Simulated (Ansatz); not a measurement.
# ClFH2HfOS: small, medium and large basis sets

Aim: see how fast density functionals converge with the basis set for ClFH2HfOS.

Program: Ansatz 0.2.0, Gaussian basis. Level of theory: one geometry, several basis sets. These are calculated values, not measurements.

Levels to be run: PBE0-D4/def2-SVP; ωB97M-V/def2-SVP; PBE0-D4/def2-QZVPP; ωB97M-V/def2-QZVPP; the functionals' def2-TZVPP values are taken from earlier runs.

### 1 Structure used throughout

The geometry comes from an earlier relaxation with PBE0-D4 in a triple-zeta def2 set; it is a stationary point, not always the lowest conformer. Hf takes the def2 core potential; no spin-orbit term is included.

SMILES `[OH][Hf]([F])([SH])[Cl]`, 7 atoms, charge 0, spin multiplicity 1.

Atoms are counted from 1 here; the program's logs count them from 0.

Bond lengths: O1–Hf2 1.893 Å, O1–H6 0.953 Å, Hf2–F3 1.896 Å, Hf2–S4 2.445 Å, Hf2–Cl5 2.350 Å, S4–H7 1.346 Å. Angles: Hf2–O1–H6 167.4°, O1–Hf2–F3 112.2°, O1–Hf2–S4 107.4°, O1–Hf2–Cl5 110.1°, F3–Hf2–S4 107.8°, F3–Hf2–Cl5 108.4°, S4–Hf2–Cl5 110.9°, Hf2–S4–H7 91.0°.

### 2 PBE0-D4 in def2-SVP

Input file in.yaml:

```yaml
crystal:
  periodic: [false, false, false]
  atoms:
    - {symbol: O, position_ang: [-1.174301, -0.909664, -0.394257]}
    - {symbol: Hf, position_ang: [0.539785, -0.116752, -0.261639]}
    - {symbol: F, position_ang: [1.910635, -1.408031, -0.039970]}
    - {symbol: S, position_ang: [0.533529, 1.314552, 1.720665]}
    - {symbol: Cl, position_ang: [1.002632, 1.133869, -2.196552]}
    - {symbol: H, position_ang: [-1.939040, -1.444278, -0.585715]}
    - {symbol: H, position_ang: [-0.812040, 1.362206, 1.711669]}
basis:
  gaussian: {orbitals: def2-SVP}
hamiltonian: {xc: pbe0, dispersion: d4}
output: {orbitals: {seedname: orbitals}}
```

After this run come: ωB97M-V in def2-SVP; PBE0-D4 in def2-QZVPP; ωB97M-V in def2-QZVPP.

Q: Predict the results of all the runs planned. Wanted: PBE0-D4: double and triple zeta above quadruple; ωB97M-V: double and triple zeta above quadruple.

As calculated:

```
                                       quantity           value
PBE0-D4: double and triple zeta above quadruple  15.34, 0.97 eV
ωB97M-V: double and triple zeta above quadruple  15.36, 0.92 eV
```

**Reading.** For PBE0-D4 the step from double to triple zeta gains 14.37 eV and the next only 0.97 eV. These are total energies; as a rule much of such shifts cancels in differences, which this series doesn't test. The LUMO of ωB97M-V is positive and keeps falling with the basis (0.81 to 0.26 eV): an unbound level that the basis holds in place.
